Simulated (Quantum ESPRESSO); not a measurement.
Runs of Quantum ESPRESSO 7.5 on NiMoIrPdW. Symmetry: P3m1, No. 156, trigonal system. The conventional cell has a = 2.761 Å, b = 2.761 Å, c = 11.341 Å, α = 90.00°, β = 90.00°, γ = 120.00°. Ni (site symmetry 3m) has 3 W at 2.59 Å and 3 Pd at 2.68 Å and 6 Ni at 2.76 Å as nearest neighbours. Mo (site symmetry 3m) is surrounded by 3 Ir at 2.66 Å and 1 W at 2.66 Å and 6 Mo at 2.76 Å. Around Pd (site symmetry 3m) lie 3 Ni at 2.68 Å and 6 Pd at 2.76 Å and 3 Ir at 2.84 Å. Ir (site symmetry 3m) is surrounded by 3 Mo at 2.66 Å and 6 Ir at 2.76 Å and 3 Pd at 2.84 Å. W (site symmetry 3m) is surrounded by 3 Ni at 2.59 Å and 1 Mo at 2.66 Å and 6 W at 2.76 Å. The cell was built by a generator and needn't be a form met in nature.

```tsv
task	level	potentials or basis	U	k mesh	cutoff (eV)	SCF threshold	form of the LDA correlation	symmetry	mesh quality	gap on the mesh (eV)	pressure (GPa)	moment (μB)	largest force (eV/Å)
single point	PBE	SG15 PBE 1.2	-	5 × 5 × 1	1020	1e-09 Ry	-	-	coarse	none	-0.5	0.00	0.28
band structure	PBEsol	SG15 PBE 1.2	-	7 × 7 × 2	1020	1e-09 Ry	-	-	coarse	none	-9.2	0.00	(b)
band structure	PBE	SG15 PBE 1.2	-	7 × 7 × 2	1020	1e-09 Ry	-	-	coarse	none	-0.1	0.00	0.30
single point	PBE+U	SSSP 1.3 efficiency PBE	Ir d U = 2 eV, Mo d U = 2 eV, Ni d U = 2 eV, Pd d U = 2 eV, W d U = 2 eV	7 × 7 × 2	816	1e-09 Ry	-	-	coarse	none	1.2	(a)	0.49
band structure	LDA	SG15 PBE 1.2	-	7 × 7 × 2	1020	1e-09 Ry	PZ81	-	coarse	none	-16.1	0.00	0.45
single point	PBE	SSSP 1.3 efficiency PBE	-	11 × 11 × 3	816	1e-09 Ry	-	-	not flagged	none	-0.3	0.00	0.29
band structure	SCAN	SG15 PBE 1.2	-	7 × 7 × 2	1020	1e-08 Ry	-	off	coarse	none	-	0.52	0.57
```

Alike in all rows: spin collinear, ferromagnetic start; cell as given; smearing fermi-dirac 0.05 eV.

**Question.** Fill in the values left out.

**Answer.** (a) 0.32; (b) 0.19.

Caveats: some runs use coarse meshes; the potentials were made for another functional, which shifts forces and pressure (some runs); the U is typed as a test and isn't derived for this compound (some runs).

A k mesh can miss the band edges, and the runs leave out spin-orbit coupling on Ir, Mo, Pd, W.

A gap of «none» marks a metal or a gap under the smearing width.

Not every run made on this cell is shown here.
